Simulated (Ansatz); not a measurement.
A run of Ansatz 0.2.0 is set up as follows.

File input.yaml:

```yaml
crystal:
  lattice:
    - [3.23023, -5.57768, -0.0247]
    - [3.23023, 5.57768, -0.0247]
    - [-1.49068, 0.0, 6.3203]
  atoms:
    - { symbol: Hf, position: [0.10178, 0.10178, 0.00912] }
    - { symbol: In, position: [0.79222, 0.48204, 0.00818] }
    - { symbol: In, position: [0.48204, 0.79222, 0.00818] }
    - { symbol: In, position: [0.54472, 0.21983, 0.48398] }
    - { symbol: In, position: [0.21983, 0.54472, 0.48398] }
    - { symbol: Si, position: [0.85433, 0.85433, 0.44523] }
    - { symbol: O, position: [0.835, 0.58822, 0.38104] }
    - { symbol: O, position: [0.58822, 0.835, 0.38104] }
    - { symbol: O, position: [0.02899, 0.02899, 0.295] }
    - { symbol: O, position: [0.9792, 0.9792, 0.69555] }
    - { symbol: O, position: [0.42852, 0.14514, 0.07435] }
    - { symbol: O, position: [0.14514, 0.42852, 0.07435] }
hamiltonian:
  xc: pbe
  pseudopotentials: { kind: paw }
kpoints:
  mp_grid: { grid: [5, 5, 4] }
scf:
  occupations: { method: fermi_dirac, width: 0.05 }
output:
  forces: true
  stress: true
  eigenvalues: true
  bader: true
  populations: true
```

Potentials or basis: Ansatz PAW.

Launch:

```console
$ ansatz run input.yaml --threads 8 --pin off --max-ram 20480MiB --backend cpu --events-out ev --progress --plain --runs-dir out
```

(1) Estimate the Bader charges.

(2) Predict the largest force.

(3) Predict the band gap on the k mesh.

(4) What does it give for the pressure?

Results:

(1) Hf +2.43; In +0.71, +0.76; Si +3.23; O -1.50, -1.52, -1.53, -1.27 e.

(2) 0.007 eV/Å.

(3) 0.64 eV, indirect (least direct gap 0.90 eV).

(4) 0.0 GPa.

Caveat: odd divisions of the mesh miss points on the zone boundary, where band edges often lie, so the gap on the mesh can be too wide; the pressure holds a Pulay correction of +0.3 GPa for the finite cutoff; spin-orbit coupling is left out, which moves the levels of the heavy elements.
